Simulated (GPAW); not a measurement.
TaMo2C3:

```
Ta Mo C
1.0
     3.11664    0.00000    0.00000
    -1.55832    2.69909    0.00000
     0.00000    0.00000    7.68632
Ta Mo C
1 2 3
Cartesian
  0.0000 0.0000 0.0000
  1.5583 0.8997 2.5424
  0.0000 1.7994 5.1439
  1.5583 0.8997 6.3956
  0.0000 1.7994 1.2907
  0.0000 0.0000 3.8432
```

The cell comes from a database or a generator and needn't be the stable form of this composition.

Base run:

| Property | Result |
| --- | --- |
| Program | GPAW 26.7.0 |
| Functional | LDA |
| Potentials or basis | the program's PAW data sets (release 1.2.1) made for this functional |
| Cutoff | 600 eV |
| Basis | pw |
| k mesh | 8 × 8 × 3 |
| Occupations | fermi-dirac, width 0.05 eV |
| Spin | no spin polarisation |

Its results: band gap on the k mesh none (metal or under the smearing width); pressure -17.7 GPa; largest force 0.071 eV/Å.

The run is repeated on the same cell with these changes: functional from LDA to PBE; potentials or basis from the program's PAW data sets (release 1.2.1) made for this functional to GPAW PAW data sets (gpaw-data 1.2.1). What comes out?

Band gap on the k mesh none (metal or under the smearing width); pressure -3.0 GPa; largest force 0.061 eV/Å.

Caveats: the cutoff is short for stress and forces, so pressures can be off by a GPa or more; so large a pressure means that the cell lies far from this level's equilibrium, or that cutoff or potentials fall short (some runs).

Not every run made on this cell is shown here.
